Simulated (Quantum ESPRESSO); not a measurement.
**NbTe2 in Quantum ESPRESSO: the effect of magnetic state**

NbTe2:

```
CELL_PARAMETERS angstrom
0.00000 3.41538 3.41538
3.41538 0.00000 3.41538
3.41538 3.41538 0.00000
ATOMIC_POSITIONS crystal
Nb 0.00000 0.00000 0.00000
Te 0.25000 0.25000 0.25000
Te 0.75000 0.75000 0.75000
```

Measurements of this composition are mostly on another form, of space group No. 12.

Alike in all runs:

- Program: Quantum ESPRESSO 7.5
- Task: single point
- Functional: LDA
- Potentials or basis: GBRV 1.5 LDA
- Cutoff: 612 eV
- Density cutoff: 4898 eV
- k mesh: 5 × 5 × 5
- Occupations: gaussian, width 0.05 eV
- Hubbard terms: Nb d U = 5 eV

| magnetic state | spin | starting moments | fixed moment | pressure (GPa) |
| --- | --- | --- | --- | --- |
| nm | no spin polarisation | - | - | -0.9 |
| nm_spin | collinear spin, zero start | [0.0, 0.0, 0.0] μB | 0 μB | -0.9 |
| fm | collinear spin, ferromagnetic start | [1.0, 0.0, 0.0] μB | - | ? |

Task: What does the run with magnetic state fm give?

Result: Pressure 1.2 GPa.

Caveats: the U is typed as a test and isn't derived for this compound; U without spin polarisation on a metal has little footing (some runs); the total moment is fixed, so each spin has its own Fermi level (some runs).
